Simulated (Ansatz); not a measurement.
# CH6BBrO2: the cost of one run

All numbers below are computed with Ansatz 0.2.0 (RHF/def2-SVP).

### Step 1. The structure to begin with

Bond lengths: B1–O2 1.760 Å, O2–H3 1.010 Å, B1–C4 1.600 Å, C4–H5 1.110 Å, C4–H6 1.110 Å, C4–H7 1.110 Å, B1–O8 1.410 Å, O8–H9 1.010 Å, B1–Br10 2.340 Å, O2–H11 1.121 Å, Br10–H11 1.485 Å. Angles (14 of 18 angles, heavy atoms first): O2–B1–C4 120.0°, O2–B1–O8 120.0°, O2–B1–Br10 71.6°, C4–B1–O8 120.0°, C4–B1–Br10 96.8°, O8–B1–Br10 101.3°, B1–O2–H3 109.5°, B1–O2–H11 88.7°, B1–C4–H5 109.5°, B1–C4–H6 109.5°, B1–C4–H7 109.5°, B1–O8–H9 109.5°, B1–Br10–H11 60.6°, O2–H11–Br10 139.1°.

As a file:

```xyz
11

B     0.0000    0.0000    0.0000
O     0.0000    0.0000    1.7600
H    -0.9095   -0.2814    2.0971
C     1.3856    0.0000   -0.8000
H     1.7152   -1.0462   -0.9702
H     1.2491    0.5080   -1.7774
H     2.1552    0.5381   -0.2082
O    -1.2211    0.0000   -0.7050
H    -1.7308   -0.8467   -0.4965
Br    0.1049    2.2181    0.7379
H     0.0529    1.1190    1.7348
```

### Step 2. Pulling towards end A

Springs on the bonds that form and break draw the guess towards this end; the thresholds are loose.

Input file input.yaml:

```yaml
crystal:
  periodic: [false, false, false]
  atoms:
    - { symbol: B, position_ang: [0.0, 0.0, 0.0] }
    - { symbol: O, position_ang: [0.0, 0.0, 1.76] }
    - { symbol: H, position_ang: [-0.9095, -0.2814, 2.0971] }
    - { symbol: C, position_ang: [1.3856, 0.0, -0.8] }
    - { symbol: H, position_ang: [1.7152, -1.0462, -0.9702] }
    - { symbol: H, position_ang: [1.2491, 0.508, -1.7774] }
    - { symbol: H, position_ang: [2.1552, 0.5381, -0.2082] }
    - { symbol: O, position_ang: [-1.2211, 0.0, -0.705] }
    - { symbol: H, position_ang: [-1.7308, -0.8467, -0.4965] }
    - { symbol: Br, position_ang: [0.1049, 2.2181, 0.7379] }
    - { symbol: H, position_ang: [0.0529, 1.119, 1.7348] }
basis:
  gaussian: { orbitals: def2-SVP }
hamiltonian:
  xc: hf
relax:
  f_tol: 0.15
  max_steps: 25
  restrain:
    - { distance: [0, 9], at: 3.24, k: 30.0 }
    - { distance: [10, 1], at: 2.21, k: 30.0 }
    - { distance: [0, 1], at: 1.41, k: 30.0 }
    - { distance: [10, 9], at: 1.55, k: 30.0 }
```

The run is started by

```
$ ansatz run input.yaml --threads 2 --pin off --max-ram 3072MiB --backend cpu --events-out ev --progress --plain --runs-dir out
```

**Question.** How long does this run take on 2 threads of Intel Xeon 6975P-C (Granite Rapids), shared host, and how much memory does it need?

About 18 s, with a peak of 0.3 GiB.
